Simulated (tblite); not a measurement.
# C14H14Si14: the cost of one run

Computed with tblite 0.8.0 and PySCF 2.14.0 and routines of our own; the level stands in each step. Atoms count from 0.

## 1. The system as given

42 atoms, charge 0, multiplicity 1; geometry from: force field, distance geometry or constructed start.

## 2. Geometry optimisation with GFN2-xTB

Job settings and geometry (Å):

```
{"job": {"kind": "relax", "xc": "GFN2-xTB", "basis": "xTB"}, "charge": 0, "multiplicity": 1}
C      4.020800    -0.700800    -0.001600
Si     2.462500     0.198600    -0.006900
C      0.920700    -0.701300     0.001000
Si     0.914800    -2.484600    -0.006200
C      2.464700    -3.385200     0.003400
Si     4.012600    -2.489500    -0.002600
C      0.915600     4.672700    -0.003300
Si    -0.631300     5.568700     0.001500
C     -2.182200     4.668900    -0.000400
Si    -2.187700     2.880200     0.001600
C     -0.636800     1.984800    -0.002100
Si     0.913000     2.879000    -0.000000
C     -0.638100    -3.383300     0.005000
Si    -0.632500    -5.174600    -0.002700
C      0.913300    -6.063900     0.000200
Si     2.463800    -5.173400     0.006300
Si    -0.634300     0.197900     0.000900
C     -2.186000    -0.702400    -0.001000
Si    -2.185500    -2.487200     0.002500
C      2.468500     1.986900     0.002700
Si    -3.737300     0.199800     0.001500
C     -5.286100    -0.697500    -0.000200
Si    -5.281800    -2.484400     0.006600
C     -3.739200    -3.388300    -0.001500
C      4.016400     4.673600     0.000900
Si     2.459600     5.565100     0.002500
Si     4.016600     2.883300    -0.000700
C     -3.735600     1.986600     0.001200
H      4.960500    -0.153600    -0.002000
H      5.264100    -3.208600     0.003400
H     -0.631100     7.006600    -0.001100
H     -3.130700     5.217300     0.000200
H     -1.882700    -5.893900    -0.001900
H      0.917600    -7.160300     0.003700
H      3.714000    -5.892200    -0.003300
H     -6.228700    -0.151800    -0.002900
H     -6.533100    -3.208900    -0.004100
H     -3.734100    -4.471500    -0.002600
H      4.961000     5.212100    -0.000100
H      2.460900     7.009400     0.001200
H      5.262900     2.158700     0.003800
H     -4.673100     2.525400     0.003700
```

Command:

```sh
> OMP_NUM_THREADS=4 python large_run.py task.json out
```

This one command runs all jobs of the session in turn.

Q: Estimate the wall time and peak memory of this first job on 4 threads of Arm Neoverse V1, shared host.

About 2.6 s, with a peak of 0.16 GiB.
